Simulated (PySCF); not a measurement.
# A gas-phase reaction: ClH2O2Y + H2 → H3O2Y + ClH

What reaction energy should one expect for `[OH][Y]([OH])[Cl]` + `[H][H]` → `[OH][YH][OH]` + `Cl`?

Programs: PySCF 2.14.0. All values are calculated, for the isolated system unless a continuum is named. Atoms count from 0, parts from 1.

## Step 1: Starting point

Each species was relaxed by itself at PBE0-D3(BJ)/def2-SVPD.

## Step 2: Reaction energy: wB97M-D3(BJ)/def2-TZVPD

The job: settings as JSON, then the geometry in Å.

```
{"job": {"kind": "react", "xc": "wB97M-D3(BJ)", "basis": "def2-TZVPD"}, "charge": 0, "multiplicity": 1}
-1 ClH2O2Y charge 0 multiplicity 1
O     -0.906390    -1.569850    -0.209690
Y      0.423840    -0.061730    -0.119640
O     -0.203440     1.736740     0.532260
Cl     2.805380    -0.415120    -0.814820
H     -1.567040    -2.257340    -0.233820
H     -0.552340     2.567290     0.845700

-1 H2 charge 0 multiplicity 1
H      0.380040    -0.013230     0.004970
H     -0.380040     0.013230    -0.004970

+1 H3O2Y charge 0 multiplicity 1
O     -1.564650     0.705690     0.685360
Y      0.344060     0.227800     0.217940
O      0.893050    -1.218420    -1.088300
H     -2.490970     0.859100     0.854550
H      1.801840     1.351460     1.047080
H      1.016670    -1.925640    -1.716630

+1 ClH charge 0 multiplicity 1
Cl     0.644660    -0.007350     0.002540
H     -0.643450     0.008490    -0.001620
```

Level: wB97M-D3(BJ)/def2-TZVPD reaction energy of separated species, gas phase.

Run with:

```console
> OMP_NUM_THREADS=1 python cluster_run.py task.json out
```

The driver reads the jobs from task.json and runs them one after another.

**Question.** The jobs that follow are: PBE0-D3(BJ)/def2-TZVPD reaction energy of separated species, gas phase; MP2/def2-TZVPD reaction energy of separated species, gas phase. Predict: reaction energy (wB97M-D3(BJ)/def2-TZVPD); ΔH, ΔG at 298 K (xTB thermal terms). Thermal terms come from harmonic xTB runs on each species.

The runs gave:

| quantity | value |
| --- | --- |
| reaction energy (wB97M-D3(BJ)/def2-TZVPD) | 52.38 kcal/mol |
| ΔH, ΔG at 298 K (xTB thermal terms) | +52.2, +51.2 kcal/mol |
| range of the reaction energy over the runs of this table | 52.38 to 58.40 kcal/mol |

In words: The reaction is endothermic by 52.2 kcal/mol in the gas phase; dispersion gives +0.19, and xTB itself gave -2.28 for the electronic energy (xTB energies and thermal terms come from the earlier relaxation of each species, not shown). No barrier was sought. xTB and this level differ widely in the electronic energy, so what comes from xTB (the thermal terms above all) is less safe here. The reaction energy runs from 52.38 (wB97M-D3(BJ)/def2-TZVPD) to 58.40 kcal/mol (MP2/def2-TZVPD).
